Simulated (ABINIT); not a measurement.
# BiTe: single point with PBE

BiTe:

```xyz
2
Lattice="0.0000 3.2350 3.2350 3.2350 0.0000 3.2350 3.2350 3.2350 0.0000" Properties=species:S:1:pos:R:3 pbc="T T T"
Bi    0.0000    0.0000    0.0000
Te    3.2350    3.2350    3.2350
```

| Item | Value |
| --- | --- |
| Program | ABINIT 10.8.3 (patched build) |
| Task | single point |
| Functional | PBE |
| Potentials or basis | PseudoDojo NC SR PBE v0.4.1 standard |
| Cutoff | 952 eV |
| k mesh | 5 × 5 × 5 |
| Occupations | fermi-dirac, width 0.05 eV |
| Spin | no spin polarisation |

| Item | Value |
| --- | --- |
| Pressure | 0.6 GPa |
| Band gap on the k mesh | none (metal or under the smearing width) |
| Valence electrons inside the program's atomic spheres | Bi 10.72; Te 11.93 |

Levels at points of the mesh, in eV from the Fermi level:
```tsv
k point	band 12	band 13	band 14	band 15	band 16	band 17	band 18	band 19
(0.00, 0.00, 0.00)	-8.24	-2.64	-2.64	-2.64	2.08	2.08	2.08	4.60
```

It took 22 s on 1 thread of Intel(R) Xeon(R) 6975P-C (Granite Rapids) (shared host), peak memory 0.1 GiB.

Caveat: spin-orbit coupling is left out, which moves the levels of the heavy elements.
